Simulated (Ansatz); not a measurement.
A nudged elastic band was laid between two geometries of a periodic cell of 63 atoms, C62N (host C, host structure diamond, dopant N, one C atom removed), cell charge +1.

Level of theory: DFT PBEsol, scalar-relativistic, plane waves, PAW in Ansatz 0.2.0. Settings: PAW set soft_1, cutoff 420 eV, k mesh 2x2x2, gaussian smearing 0.05 eV, no spin polarisation.

* movable images: 3
* climbing image: yes
* spring: 50.0 eV/Å²
* optimiser: fire
* start path: default
* force threshold: 0.05 eV/Å
* iteration limit: 37
* end points: relaxed

Initial state:

```xyz
63
Lattice="7.1400 0.0000 0.0000 0.0000 7.1400 0.0000 0.0000 0.0000 7.1400" Properties=species:S:1:pos:R:3
C 3.565 -0.004 0.000
C 4.458 0.892 0.894
C 5.346 1.779 -0.003
C 6.250 2.700 0.917
C 5.351 0.003 1.786
C 6.244 0.890 2.679
C 0.001 0.003 -0.007
C 0.887 0.893 0.903
C 1.782 1.779 0.008
C 2.668 2.674 0.903
C 3.558 3.560 -0.007
C 4.462 4.467 0.897
C 5.351 5.350 -0.007
C 6.234 6.239 0.897
C 1.782 -0.001 1.781
C 2.676 0.885 2.683
C 3.562 1.779 1.781
C 4.481 2.700 2.685
C 5.267 3.523 1.702
C 3.558 0.003 3.576
C 4.467 0.893 4.462
C 5.373 1.794 3.567
C 6.288 2.669 4.467
C 5.346 -0.001 5.357
C 6.248 0.885 6.252
C -0.006 3.567 0.004
C 0.861 4.451 0.916
C 1.782 5.355 -0.003
C 2.669 6.243 0.894
C -0.008 1.794 1.808
C 0.892 2.670 2.724
C 1.767 3.569 1.808
C 2.671 4.457 2.679
C 3.558 5.350 1.786
C 4.462 6.239 2.669
C -0.006 -0.008 3.569
C 0.893 0.876 4.468
C 1.795 1.766 3.581
C 2.685 2.668 4.468
C 3.569 3.567 3.569
C 4.481 4.451 4.436
C 5.267 5.434 3.613
C 6.250 6.220 4.436
C 1.782 -0.012 5.357
C 2.675 0.886 6.251
C 3.573 1.779 5.357
C 4.467 2.674 6.243
C 5.373 3.569 5.342
C 6.244 4.457 6.247
C 0.038 5.434 1.702
C 0.861 6.220 2.685
N 0.075 3.486 3.650
C 0.891 4.412 4.466
C 1.767 5.328 3.567
C 2.668 6.234 4.462
C 0.006 1.766 5.370
C 0.893 2.668 6.260
C 1.795 3.555 5.370
C 2.676 4.453 6.251
C 3.562 5.355 5.357
C 4.458 6.243 6.244
C -0.008 5.328 5.342
C 0.887 6.234 6.243
```

Final state:

```xyz
63
Lattice="7.1400 0.0000 0.0000 0.0000 7.1400 0.0000 0.0000 0.0000 7.1400" Properties=species:S:1:pos:R:3
C 3.569 0.001 -0.001
C 4.463 0.898 0.893
C 5.358 1.793 0.006
C 6.253 2.699 0.907
C 5.352 0.010 1.782
C 6.251 0.895 2.681
C -0.004 0.002 -0.002
C 0.898 0.888 0.892
C 1.786 1.784 0.005
C 2.682 2.672 0.892
C 3.568 3.574 -0.002
C 4.450 4.471 0.880
C 5.352 5.358 -0.010
C 6.239 6.260 0.880
C 1.777 -0.006 1.788
C 2.686 0.884 2.674
C 3.576 1.793 1.788
C 4.477 2.699 2.683
C 5.353 3.614 1.783
C 3.568 0.002 3.566
C 4.462 0.888 4.468
C 5.384 1.807 3.564
C 6.206 2.593 4.547
C 5.358 -0.006 5.347
C 6.244 0.884 6.256
C 0.000 3.570 0.003
C 0.871 4.457 0.907
C 1.777 5.352 0.006
C 2.672 6.247 0.893
C -0.006 1.807 1.814
C 0.977 2.593 2.636
C 1.763 3.576 1.814
C 2.675 4.459 2.681
C 3.560 5.358 1.782
C 4.450 6.260 2.669
C 0.000 -0.003 3.570
C 0.893 0.883 4.463
C 1.782 1.788 3.581
C 2.687 2.677 4.463
C 3.573 3.570 3.570
C 4.477 4.457 4.441
C 5.353 5.357 3.526
C 6.253 6.233 4.441
C 1.786 -0.005 5.356
C 2.679 0.891 6.249
C 3.575 1.784 5.356
C 4.462 2.672 6.252
C 5.384 3.576 5.333
C 6.251 4.459 6.245
C -0.044 5.357 1.783
C 0.871 6.233 2.683
N -0.971 4.541 2.599
C 0.977 4.504 4.547
C 1.763 5.326 3.564
C 2.682 6.248 4.468
C 0.011 1.788 5.352
C 0.893 2.677 6.257
C 1.782 3.559 5.352
C 2.686 4.466 6.256
C 3.576 5.352 5.347
C 4.463 6.247 6.242
C -0.006 5.326 5.333
C 0.898 6.248 6.252
```

(1) What changes between the two ends?

(2) Give the energies along the band, and the barrier.

(3) What is the geometry of the highest image?

The band took 19 iterations and of the order of 40 core-minutes.

## Answers

(1) The atom that moves furthest is N52, by 1.82 Å; four of its nearest neighbours are C31 1.48, C23 1.48, C53 1.48, C56 2.43 Å at the first end and C42 1.48, C50 1.48, C19 1.48, C35 2.43 Å at the last.

(2) The run converged. The highest image is number 2 of 0 to 4, 4.74 eV above the ends, which have the same energy within 2 meV. Neighbouring images differ by up to 2.8 eV, so the band resolves the path poorly. The order of the point at the top wasn't checked. Limits of this set-up: PAW files made for another functional, no spin, though dangling bonds at a vacancy may carry it, a typed lattice constant that wasn't relaxed here, charged cell in a uniform background, uncorrected.

| image | path coordinate (Å) | energy (eV) | C23–N52 (Å) | C31–N52 (Å) | N52–C53 (Å) |
| --- | --- | --- | --- | --- | --- |
| 0 | 0.00 | 0.00 | 1.48 | 1.48 | 1.48 |
| 1 | 0.50 | 1.95 | 1.68 | 1.68 | 1.68 |
| 2 | 1.00 | 4.74 | 2.01 | 2.01 | 2.01 |
| 3 | 1.50 | 1.95 | 2.39 | 2.39 | 2.39 |
| 4 | 1.99 | 0.00 | 2.76 | 2.76 | 2.76 |

(3) 
```xyz
63
Lattice="7.1400 0.0000 0.0000 0.0000 7.1400 0.0000 0.0000 0.0000 7.1400" Properties=species:S:1:pos:R:3:forces:R:3
C 3.571 -0.005 0.004 0.00 0.00 0.00
C 4.465 0.878 0.898 0.00 0.00 0.00
C 5.347 1.771 -0.006 0.00 0.00 0.00
C 6.250 2.667 0.892 0.00 0.01 0.01
C 5.364 -0.016 1.797 0.01 0.01 0.01
C 6.248 0.887 2.681 0.00 0.00 0.00
C 0.007 -0.001 -0.001 0.01 0.00 0.00
C 0.898 0.883 0.882 0.00 0.00 0.00
C 1.779 1.787 -0.010 0.00 0.00 0.00
C 2.683 2.668 0.882 0.00 0.00 0.00
C 3.567 3.558 -0.001 0.00 -0.01 0.00
C 4.489 4.454 0.921 -0.01 0.01 -0.01
C 5.364 5.341 0.014 0.01 -0.01 -0.01
C 6.252 6.217 0.921 -0.01 0.01 -0.01
C 1.795 0.004 1.779 0.00 0.00 0.00
C 2.677 0.888 2.670 0.00 0.00 -0.01
C 3.562 1.771 1.779 0.00 0.00 0.00
C 4.459 2.667 2.683 0.01 0.01 0.00
C 5.319 3.476 1.752 0.00 0.01 0.00
C 3.567 -0.001 3.580 0.00 0.00 0.01
C 4.450 0.883 4.470 0.00 0.00 0.00
C 5.346 1.781 3.567 0.01 0.01 0.00
C 6.154 2.641 4.498 0.01 0.00 0.00
C 5.347 0.004 5.367 0.00 0.00 0.00
C 6.237 0.888 6.250 -0.01 0.00 0.00
C -0.004 3.569 -0.002 0.00 0.00 0.00
C 0.898 4.456 0.892 -0.01 0.00 0.01
C 1.795 5.359 -0.006 0.00 0.00 0.00
C 2.687 6.240 0.898 0.00 0.00 0.00
C -0.006 1.781 1.778 0.00 0.01 0.01
C 0.925 2.640 2.587 0.00 0.00 0.01
C 1.785 3.571 1.778 -0.01 0.00 0.01
C 2.679 4.458 2.681 0.00 0.00 0.00
C 3.582 5.341 1.797 -0.01 -0.01 0.01
C 4.489 6.217 2.684 -0.01 0.01 -0.01
C -0.004 0.000 3.569 0.00 0.00 0.00
C 0.880 0.903 4.453 -0.01 -0.01 -0.01
C 1.755 1.810 3.565 0.01 -0.01 0.01
C 2.663 2.685 4.453 0.01 0.01 -0.01
C 3.566 3.569 3.569 0.00 0.00 0.00
C 4.459 4.456 4.471 0.01 0.00 -0.01
C 5.319 5.386 3.663 0.00 0.00 -0.01
C 6.250 6.246 4.471 0.00 -0.01 -0.01
C 1.779 0.009 5.352 0.00 0.00 0.00
C 2.673 0.892 6.246 0.00 0.00 0.00
C 3.557 1.787 5.352 0.00 0.00 0.00
C 4.450 2.668 6.255 0.00 0.00 0.00
C 5.346 3.571 5.358 0.01 0.00 -0.01
C 6.248 4.458 6.251 0.00 0.00 0.00
C 0.090 5.386 1.752 -0.01 0.00 0.00
C 0.898 6.246 2.683 -0.01 -0.01 0.00
N -0.448 4.013 3.125 0.00 0.00 0.00
C 0.925 4.551 4.498 0.00 -0.01 0.00
C 1.785 5.360 3.567 -0.01 -0.01 0.00
C 2.683 6.256 4.470 0.00 0.00 0.00
C -0.007 1.810 5.328 0.01 -0.01 0.01
C 0.880 2.685 6.235 -0.01 0.01 0.01
C 1.755 3.573 5.328 0.01 -0.01 0.01
C 2.677 4.468 6.250 0.00 0.01 0.00
C 3.562 5.359 5.367 0.00 0.00 0.00
C 4.465 6.240 6.260 0.00 0.00 0.00
C -0.006 5.360 5.358 0.00 -0.01 -0.01
C 0.898 6.256 6.255 0.00 0.00 0.00
```

Run time: 13 min on 4 threads of Arm Neoverse V1 (shared host), peak memory 2.7 GiB.
